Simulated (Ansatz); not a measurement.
# H8O2Si3: the cost of one run

Computed with Ansatz 0.2.0 (DFT PBE, Gaussian basis def2-SVP, and further levels as typed in the inputs, unless a step's input says otherwise).

### Step 1. Starting point

Bond lengths: Si1–O2 1.721 Å, O2–Si3 1.721 Å, Si1–O4 1.722 Å, O4–Si5 1.720 Å, Si1–H6 1.475 Å, Si1–H7 1.472 Å, Si3–H8 1.470 Å, Si3–H9 1.472 Å, Si3–H10 1.472 Å, Si5–H11 1.472 Å, Si5–H12 1.470 Å, Si5–H13 1.472 Å. Angles (14 of 20 angles, heavy atoms first): Si1–O2–Si3 106.2°, O2–Si1–O4 109.7°, Si1–O4–Si5 105.9°, O2–Si1–H6 110.4°, O2–Si1–H7 108.3°, O4–Si1–H6 110.9°, O4–Si1–H7 109.4°, O2–Si3–H8 109.0°, O2–Si3–H9 110.4°, O2–Si3–H10 110.3°, O4–Si5–H11 110.3°, O4–Si5–H12 109.0°, O4–Si5–H13 110.4°, H6–Si1–H7 108.1°.

Structure file:

```xyz
13

Si    0.0378   -0.8823    0.3344
O     1.6970   -1.1087   -0.0641
Si    2.4529    0.4243    0.1372
O    -0.7302    0.0518   -0.8913
Si   -2.3509    0.2819   -0.3638
H    -0.0893   -0.2285    1.6501
H    -0.6029   -2.2046    0.4161
H     3.8781    0.3043   -0.2031
H     1.8417    1.4196   -0.7587
H     2.3430    0.8688    1.5360
H    -2.3736    1.0259    0.9061
H    -3.0775    1.0636   -1.3749
H    -3.0262   -1.0161   -0.2026
```

### Step 2. Relaxing the atoms: H8O2Si3

Input file input.yaml:

```yaml
crystal:
  periodic: [false, false, false]
  atoms:
    - { symbol: Si, position_ang: [0.037759, -0.882305, 0.334413] }
    - { symbol: O, position_ang: [1.697019, -1.108719, -0.06412] }
    - { symbol: Si, position_ang: [2.452922, 0.424333, 0.137169] }
    - { symbol: O, position_ang: [-0.730166, 0.051826, -0.891275] }
    - { symbol: Si, position_ang: [-2.350893, 0.281898, -0.363763] }
    - { symbol: H, position_ang: [-0.089267, -0.228474, 1.650064] }
    - { symbol: H, position_ang: [-0.602938, -2.204576, 0.41611] }
    - { symbol: H, position_ang: [3.878139, 0.30433, -0.203111] }
    - { symbol: H, position_ang: [1.841705, 1.419614, -0.758678] }
    - { symbol: H, position_ang: [2.343023, 0.868758, 1.536035] }
    - { symbol: H, position_ang: [-2.373559, 1.025869, 0.906115] }
    - { symbol: H, position_ang: [-3.077517, 1.063553, -1.37493] }
    - { symbol: H, position_ang: [-3.026227, -1.016105, -0.202622] }
basis:
  gaussian: { orbitals: def2-SVP }
hamiltonian:
  xc: pbe
relax:
  f_tol: 0.003
  max_steps: 150
output:
  orbitals: {}
```

Command:

```console
$ ansatz run input.yaml --threads 4 --pin off --max-ram 10240MiB --backend cpu --events-out ev --progress --plain --runs-dir out
```

**Question.** How long does this run take on 4 threads of Arm Neoverse V2, shared host, and how much memory does it need?

About 60 s, with a peak of 0.17 GiB.
